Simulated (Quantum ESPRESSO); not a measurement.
# SnSe2 (P-3m1) in Quantum ESPRESSO: settings compared, part 2 of 2

Quantum ESPRESSO 7.5.

## Step 4: Relaxation of cell and atoms, PBEsol+D3(BJ)

run.py

```python
import numpy as np
from ase.calculators.espresso import Espresso, EspressoProfile
import spglib
from ase import Atoms
from ase.io import read

atoms = read('SnSe2.cif')
cell, pos, num = spglib.standardize_cell((atoms.cell[:], atoms.get_scaled_positions(), atoms.numbers), to_primitive=True, symprec=1e-4)
atoms = Atoms(numbers=num, cell=cell, scaled_positions=pos, pbc=True)

input_data = {
    'control': {'calculation': 'scf', 'prefix': 'pwscf', 'outdir': './tmp', 'tprnfor': True, 'tstress': True, 'disk_io': 'low'},
    'system': {'ecutwfc': 68.0, 'ecutrho': 544.0, 'nbnd': 20, 'occupations': 'smearing', 'smearing': 'fd', 'degauss': 0.00367493, 'vdw_corr': 'grimme-d3', 'dftd3_version': 4},
    'electrons': {'conv_thr': 6e-10, 'electron_maxstep': 120, 'mixing_beta': 0.5},
}
pseudopotentials = {'Sn': 'sn_pbesol_v1.4.uspp.F.UPF', 'Se': 'se_pbesol_v1.uspp.F.UPF'}
profile = EspressoProfile(command='mpirun -n 2 pw.x -nk 2', pseudo_dir='pseudo')
dft = Espresso(profile=profile, input_data=input_data, pseudopotentials=pseudopotentials, kpts=(7, 7, 4), koffset=(0, 0, 0))
atoms.calc = dft

from ase.optimize import BFGS
from ase.filters import FrechetCellFilter
done = BFGS(FrechetCellFilter(atoms), trajectory='opt.traj').run(fmax=0.02, steps=30)
print('converged', done)
print('cell (A)', np.round(atoms.cell.cellpar(), 5))
print(f'energy {atoms.get_potential_energy():.8f} eV')
print('forces (eV/A)')
print(np.round(atoms.get_forces(), 6))
print('stress (eV/A^3, Voigt)')
print(np.round(atoms.get_stress(), 8))
print(f'Fermi level {dft.get_fermi_level():.4f} eV')
```

SnSe2.cif

```cif
data_SnSe2
_cell_length_a 3.81100000
_cell_length_b 3.81100000
_cell_length_c 6.13600000
_cell_angle_alpha 90.00000000
_cell_angle_beta 90.00000000
_cell_angle_gamma 120.00000000
_space_group_name_H-M_alt 'P-3m1'
_space_group_name_Hall '-P 3 2"'
_space_group_IT_number 164
loop_
_space_group_symop_operation_xyz
'x,y,z'
'-x,-y,-z'
'-y,x-y,z'
'y,-x+y,-z'
'-x+y,-x,z'
'x-y,x,-z'
'y,x,-z'
'-y,-x,z'
'x-y,-y,-z'
'-x+y,y,z'
'-x,-x+y,-z'
'x,x-y,z'
loop_
_atom_site_label
_atom_site_type_symbol
_atom_site_symmetry_multiplicity
_atom_site_Wyckoff_symbol
_atom_site_fract_x
_atom_site_fract_y
_atom_site_fract_z
_atom_site_occupancy
Sn1 Sn 1 a 0.0000000000 0.0000000000 0.0000000000 1
Se1 Se 2 d 0.6666666667 0.3333333333 0.7510000000 1
```

Potentials or basis: GBRV 1.5 PBEsol.

On the command line:

```sh
> OMP_NUM_THREADS=1 python run.py
```

The program printed:

```text
Step          Energy          fmax
BFGS:    0    -3342.487113        0.620722
BFGS:    1    -3342.498125        0.508145
BFGS:    2    -3342.520651        0.255636
BFGS:    3    -3342.523250        0.292813
BFGS:    4    -3342.535444        0.357747
BFGS:    5    -3342.538228        0.270964
BFGS:    6    -3342.540776        0.152877
BFGS:    7    -3342.542219        0.168800
BFGS:    8    -3342.549484        0.201611
BFGS:    9    -3342.555004        0.160509
BFGS:   10    -3342.558805        0.085092
BFGS:   11    -3342.559571        0.018602
converged True
cell (A) [  3.79872   3.79872   5.75589  90.       90.      120.     ]
energy -3342.55957082 eV
forces (eV/A)
[[ 0.       -0.       -0.      ]
 [ 0.       -0.       -0.018208]
 [ 0.        0.        0.018208]]
stress (eV/A^3, Voigt)
[-4.8660e-05 -4.8660e-05 -7.7584e-04 -0.0000e+00 -0.0000e+00 -0.0000e+00]
Fermi level 7.9980 eV
```

espresso.pwi:

```text
&CONTROL
   calculation      = 'scf'
   tstress          = .true.
   tprnfor          = .true.
   outdir           = './tmp'
   prefix           = 'pwscf'
   disk_io          = 'low'
   pseudo_dir       = 'pseudo'
/
&SYSTEM
   nbnd             = 20
   ecutwfc          = 68.0
   ecutrho          = 544.0
   occupations      = 'smearing'
   degauss          = 0.00367493
   smearing         = 'fd'
   vdw_corr         = 'grimme-d3'
   dftd3_version    = 4
   ntyp             = 2
   nat              = 3
   ibrav            = 0
/
&ELECTRONS
   electron_maxstep = 120
   conv_thr         = 6e-10
   mixing_beta      = 0.5
/
&IONS
/
&CELL
/
&FCP
/
&RISM
/
ATOMIC_SPECIES
Sn 118.71 sn_pbesol_v1.4.uspp.F.UPF
Se 78.971 se_pbesol_v1.uspp.F.UPF

K_POINTS automatic
7 7 4  0 0 0

CELL_PARAMETERS angstrom
3.79871688008571 0.00000000000000 -0.00000000000000
-1.89935844004286 3.28978531993897 -0.00000000000002
-0.00000000000000 -0.00000000000002 5.75589190740929

ATOMIC_POSITIONS angstrom
Sn 0.0000000000 0.0000000000 0.0000000000  
Se 1.8993584400 1.0965951066 4.1735676675  
Se 0.0000000000 2.1931902133 1.5823242400
```

espresso.pwo:

```text
This program is part of the open-source Quantum ESPRESSO suite
     for quantum simulation of materials; please cite
         "P. Giannozzi et al., J. Phys.:Condens. Matter 21 395502 (2009);
         "P. Giannozzi et al., J. Phys.:Condens. Matter 29 465901 (2017);
         "P. Giannozzi et al., J. Chem. Phys. 152 154105 (2020);
[... 420 lines left out ...]
   0.00000000   0.00000053   0.00000000            0.00        0.08        0.00
   0.00000000   0.00000000   0.00000845            0.00        0.00        1.24

=------------------------------------------------------------------------------=
   JOB DONE.
=------------------------------------------------------------------------------=
```

Wall time 11 min (2 MPI ranks of AMD EPYC 7R43 (Zen 3), shared host); peak memory 0.58 GiB.

Results:

```yaml
Free_energy: -3342.5599 eV
Relaxed_volume: 23.98 Å³/atom
Relaxed_cell: a = 3.799 Å, b = 3.799 Å, c = 5.756 Å, α = 90.00°, β = 90.00°, γ = 120.00°
Space_group_after_relaxing_to_0.05_Å: P-3m1 (No. 164)
Energy_gained_by_relaxing: 24.2 meV/atom
Ionic_steps: 12
Pressure_after_relaxing: 0.0 GPa
Largest_force_after_relaxing: 0.018 eV/Å
Band_gap_on_the_k_mesh: 0.29 eV, indirect (least direct gap 0.65 eV)
```

Forces in eV/Å, atoms in the order of the input:
```
Sn   0.000  0.000  0.000
Se   0.000  0.000 -0.018
Se   0.000  0.000  0.018
```

The path:
```tsv
step	energy change (eV)	largest force (eV/Å)	pressure (GPa)	volume (Å³)
1	0.0000	0.6207	0.62	77.18
2	-0.0110	0.5074	0.17	77.29
3	-0.0335	0.0701	-1.43	77.46
4	-0.0361	0.0327	-1.48	77.23
5	-0.0483	0.1064	-0.77	74.82
6	-0.0511	0.0406	-0.31	74.32
7	-0.0537	0.0737	0.40	73.65
8	-0.0551	0.1047	0.57	73.42
9	-0.0624	0.1858	1.10	72.29
10	-0.0679	0.1693	0.96	71.81
11	-0.0717	0.0780	0.43	71.73
12	-0.0725	0.0182	0.05	71.93
```

Final structure:
```xyz
3
Lattice="3.7987 0.0000 0.0000 -1.8994 3.2898 0.0000 0.0000 0.0000 5.7559" Properties=species:S:1:pos:R:3 pbc="T T T"
Sn    0.0000    0.0000    0.0000
Se    1.8994    1.0966    4.1736
Se    0.0000    2.1932    1.5823
```

Caveat: spin-orbit coupling is left out, which moves the levels of the heavy elements; an odd mesh through Γ misses points on the zone boundary, where band edges often lie.

## Step 5: Relaxation of cell and atoms, PBEsol+rVV10

run.py, as its differences from that of step 4:

```diff
@@ -12,3 +12,3 @@
     'control': {'calculation': 'scf', 'prefix': 'pwscf', 'outdir': './tmp', 'tprnfor': True, 'tstress': True, 'disk_io': 'low'},
-    'system': {'ecutwfc': 68.0, 'ecutrho': 544.0, 'nbnd': 20, 'occupations': 'smearing', 'smearing': 'fd', 'degauss': 0.00367493, 'vdw_corr': 'grimme-d3', 'dftd3_version': 4},
+    'system': {'ecutwfc': 68.0, 'ecutrho': 544.0, 'nbnd': 20, 'input_dft': 'sla+pw+psx+psc+vv10', 'occupations': 'smearing', 'smearing': 'fd', 'degauss': 0.00367493},
     'electrons': {'conv_thr': 6e-10, 'electron_maxstep': 120, 'mixing_beta': 0.5},
@@ -20,5 +20,5 @@
 
-from ase.optimize import BFGS
+from ase.optimize import FIRE
 from ase.filters import FrechetCellFilter
-done = BFGS(FrechetCellFilter(atoms), trajectory='opt.traj').run(fmax=0.02, steps=30)
+done = FIRE(FrechetCellFilter(atoms), trajectory='opt.traj').run(fmax=0.02, steps=30)
 print('converged', done)
```

SnSe2.cif is that of step 4.

On the command line:

```sh
> OMP_NUM_THREADS=1 python run.py
```

Run time: 28 min. Hardware: 2 MPI ranks of AMD EPYC 7R43 (Zen 3), shared host; peak memory 0.64 GiB.

Results (log left out):

```
Free energy                            : -3337.2001 eV
Relaxed volume                         : 23.73 Å³/atom
Relaxed cell                           : a = 3.796 Å, b = 3.796 Å, c = 5.704 Å, α = 90.00°, β = 90.00°, γ = 120.00°
Space group after relaxing (to 0.05 Å) : P-3m1 (No. 164)
Energy gained by relaxing              : 30.7 meV/atom
Ionic steps                            : 28
Pressure after relaxing                : 0.0 GPa
Largest force after relaxing           : 0.020 eV/Å
Band gap on the k mesh                 : 0.19 eV, indirect (least direct gap 0.57 eV)
```

Forces on the atoms (eV/Å):
```
Sn   0.000  0.000  0.000
Se   0.000  0.000  0.020
Se   0.000  0.000 -0.020
```

The path:
| step | energy change (eV) | largest force (eV/Å) | pressure (GPa) | volume (Å³) |
| --- | --- | --- | --- | --- |
| 1 | 0.0000 | 0.6583 | 0.32 | 77.18 |
| 2 | -0.0088 | 0.5801 | 0.01 | 77.22 |
| 3 | -0.0224 | 0.4389 | -0.50 | 77.25 |
| 4 | -0.0350 | 0.2626 | -1.10 | 77.21 |
| 5 | -0.0437 | 0.0892 | -1.55 | 76.96 |
| 6 | -0.0493 | 0.0423 | -1.78 | 76.43 |
| 7 | -0.0546 | 0.1105 | -1.60 | 75.62 |
| 8 | -0.0604 | 0.1139 | -1.09 | 74.61 |
| 9 | -0.0659 | 0.0540 | -0.24 | 73.38 |
| 10 | -0.0682 | 0.0483 | 0.83 | 72.11 |
| 11 | -0.0688 | 0.0455 | 0.79 | 72.15 |
| 12 | -0.0698 | 0.0401 | 0.69 | 72.21 |
| 13 | -0.0712 | 0.0330 | 0.59 | 72.30 |
| 14 | -0.0729 | 0.0249 | 0.44 | 72.42 |
| 15 | -0.0747 | 0.0171 | 0.28 | 72.54 |
| 16 | -0.0766 | 0.0110 | 0.11 | 72.68 |
| 17 | -0.0783 | 0.0079 | -0.08 | 72.81 |
| 18 | -0.0801 | 0.0096 | -0.22 | 72.93 |
| 19 | -0.0819 | 0.0182 | -0.35 | 73.02 |
| 20 | -0.0836 | 0.0351 | -0.41 | 73.06 |
| 21 | -0.0851 | 0.0590 | -0.43 | 73.02 |
| 22 | -0.0865 | 0.0855 | -0.36 | 72.90 |
| 23 | -0.0878 | 0.1053 | -0.27 | 72.68 |
| 24 | -0.0893 | 0.1084 | -0.18 | 72.39 |
| 25 | -0.0909 | 0.0872 | -0.11 | 72.04 |
| 26 | -0.0921 | 0.0398 | -0.09 | 71.64 |
| 27 | -0.0922 | 0.0219 | -0.05 | 71.18 |
| 28 | -0.0922 | 0.0204 | -0.04 | 71.18 |

Final structure:
```
Sn Se
1.0
     3.79603    0.00000    0.00000
    -1.89802    3.28746    0.00000
     0.00000    0.00000    5.70396
Sn Se
1 2
Direct
  0.00000 0.00000 0.00000
  0.66667 0.33333 0.72103
  0.33333 0.66667 0.27897
```

Levels at points of the mesh, in eV from the valence-band top:
```csv
k point,band 9,band 10,band 11,band 12,band 13,band 14,band 15,band 16,band 17,band 18
"(0.00, 0.00, 0.00)",-0.96,-0.96,-0.95,-0.95,-0.14,0.43,2.61,4.31,4.31,7.82
"(0.00, 0.00, -0.50)",-3.08,-1.25,-1.25,-0.48,-0.48,2.40,2.50,3.68,3.68,6.47
```

Caveat: rVV10's parameter b was fitted to another functional; spin-orbit coupling is left out, which moves the levels of the heavy elements; an odd mesh through Γ misses points on the zone boundary, where band edges often lie.

## Step 6: Relaxation of cell and atoms, PBEsol+D4

run.py, as its differences from that of step 5:

```diff
@@ -12,3 +12,3 @@
     'control': {'calculation': 'scf', 'prefix': 'pwscf', 'outdir': './tmp', 'tprnfor': True, 'tstress': True, 'disk_io': 'low'},
-    'system': {'ecutwfc': 68.0, 'ecutrho': 544.0, 'nbnd': 20, 'input_dft': 'sla+pw+psx+psc+vv10', 'occupations': 'smearing', 'smearing': 'fd', 'degauss': 0.00367493},
+    'system': {'ecutwfc': 68.0, 'ecutrho': 544.0, 'nbnd': 20, 'occupations': 'smearing', 'smearing': 'fd', 'degauss': 0.00367493},
     'electrons': {'conv_thr': 6e-10, 'electron_maxstep': 120, 'mixing_beta': 0.5},
@@ -18,7 +18,10 @@
 dft = Espresso(profile=profile, input_data=input_data, pseudopotentials=pseudopotentials, kpts=(7, 7, 4), koffset=(0, 0, 0))
-atoms.calc = dft
+from ase.calculators.mixing import SumCalculator
+from dftd4.ase import DFTD4
+d4 = DFTD4(method='pbesol')
+atoms.calc = SumCalculator([dft, d4])
 
-from ase.optimize import FIRE
+from ase.optimize import LBFGS
 from ase.filters import FrechetCellFilter
-done = FIRE(FrechetCellFilter(atoms), trajectory='opt.traj').run(fmax=0.02, steps=30)
+done = LBFGS(FrechetCellFilter(atoms), trajectory='opt.traj').run(fmax=0.02, steps=30)
 print('converged', done)
@@ -31 +34,3 @@
 print(f'Fermi level {dft.get_fermi_level():.4f} eV')
+print(f'D4 part {d4.get_potential_energy(atoms):.8f} eV')
+atoms.write('final.traj')
```

SnSe2.cif is that of step 5.

Potentials or basis: GBRV 1.5 PBEsol.

On the command line:

```sh
> OMP_NUM_THREADS=1 python run.py
```

Wall time 11 min (2 MPI ranks of AMD EPYC 7R43 (Zen 3), shared host); peak memory 0.58 GiB.

The run converged. Its results:

```
Free energy                            : -3342.2948 eV
Relaxed volume                         : 24.33 Å³/atom
Relaxed cell                           : a = 3.804 Å, b = 3.804 Å, c = 5.824 Å, α = 90.00°, β = 90.00°, γ = 120.00°
Space group after relaxing (to 0.05 Å) : P-3m1 (No. 164)
Energy gained by relaxing              : 18.7 meV/atom
Ionic steps                            : 13
Pressure after relaxing                : 0.1 GPa
Largest force after relaxing           : 0.015 eV/Å
Band gap on the k mesh                 : 0.35 eV, indirect (least direct gap 0.69 eV)
Dispersion energy per atom             : -0.240 eV
```

Forces on the atoms (eV/Å):
```
Sn   0.000  0.000  0.000
Se   0.000  0.000 -0.015
Se   0.000  0.000  0.015
```

Stress tensor (GPa, compression positive):
```
0.02 0.00 0.00
0.00 0.02 0.00
0.00 0.00 0.13
```

Step by step:
```
step  energy change (eV)  largest force (eV/Å)  pressure (GPa)  volume (Å³)
   1              0.0000                0.6168            1.12        77.18
   2             -0.0116                0.4930            0.56        77.38
   3             -0.0310                0.0899           -1.03        77.84
   4             -0.0325                0.0536           -1.09        77.70
   5             -0.0391                0.0546           -0.89        76.48
   6             -0.0418                0.0437           -0.41        75.56
   7             -0.0431                0.0132            0.10        74.90
   8             -0.0439                0.0518            0.33        74.67
   9             -0.0461                0.1145            0.61        74.26
  10             -0.0495                0.1620            0.83        73.60
  11             -0.0532                0.1460            0.82        72.92
  12             -0.0555                0.0768            0.33        72.98
  13             -0.0561                0.0149            0.06        73.00
```

Final structure:
```
Sn Se
1.0
     3.80444    0.00000    0.00000
    -1.90222    3.29474    0.00000
     0.00000    0.00000    5.82405
Sn Se
1 2
Direct
  0.00000 0.00000 0.00000
  0.66667 0.33333 0.72815
  0.33333 0.66667 0.27185
```

Levels at points of the mesh, in eV from the valence-band top:
```
            k point  band 10  band 11  band 12  band 13  band 14  band 15  band 16  band 17
 (0.00, 0.00, 0.00)    -0.85    -0.75    -0.75    -0.09     0.60     2.75     4.41     4.41
(0.00, 0.00, -0.50)    -1.07    -1.07    -0.39    -0.39     2.48     2.59     3.90     3.90
```

Caveat: spin-orbit coupling is left out, which moves the levels of the heavy elements; an odd mesh through Γ misses points on the zone boundary, where band edges often lie.

## Step 7: Overview

| level | ASE optimiser | rVV10 parameter b | dispersion computed by | gap on the mesh (eV) | pressure (GPa) | relaxed volume (Å³/atom) | largest force (eV/Å) |
| --- | --- | --- | --- | --- | --- | --- | --- |
| PBEsol | LBFGS | - | - | 0.66 | 0.0 | 26.03 | 0.01 |
| PBEsol+D3 | LBFGS | - | - | 0.39 | 0.0 | 24.70 | 0.01 |
| PBEsol+D3(BJ) | BFGS | - | - | 0.29 | 0.0 | 23.98 | 0.02 |
| PBEsol+rVV10 | FIRE | 6.3 | - | 0.19 | 0.0 | 23.73 | 0.02 |
| PBEsol+D4 | LBFGS | - | dftd4 4.3.1 through ASE | 0.35 | 0.1 | 24.33 | 0.01 |

Alike in all rows: task relaxation of cell and atoms; potentials or basis GBRV 1.5 PBEsol; no spin polarisation; cell relaxed; k mesh 7 × 7 × 4; cutoff (eV) 925; smearing fermi-dirac 0.05 eV.

Caveats: spin-orbit coupling is left out, which moves the levels of the heavy elements; an odd mesh through Γ misses points on the zone boundary, where band edges often lie; this functional lacks dispersion, which binds the layers, so the pressure and a relaxed spacing across them are unreliable (some runs); rVV10's parameter b was fitted to another functional (some runs).

Absolute energies hang on the potentials; compare differences alone.
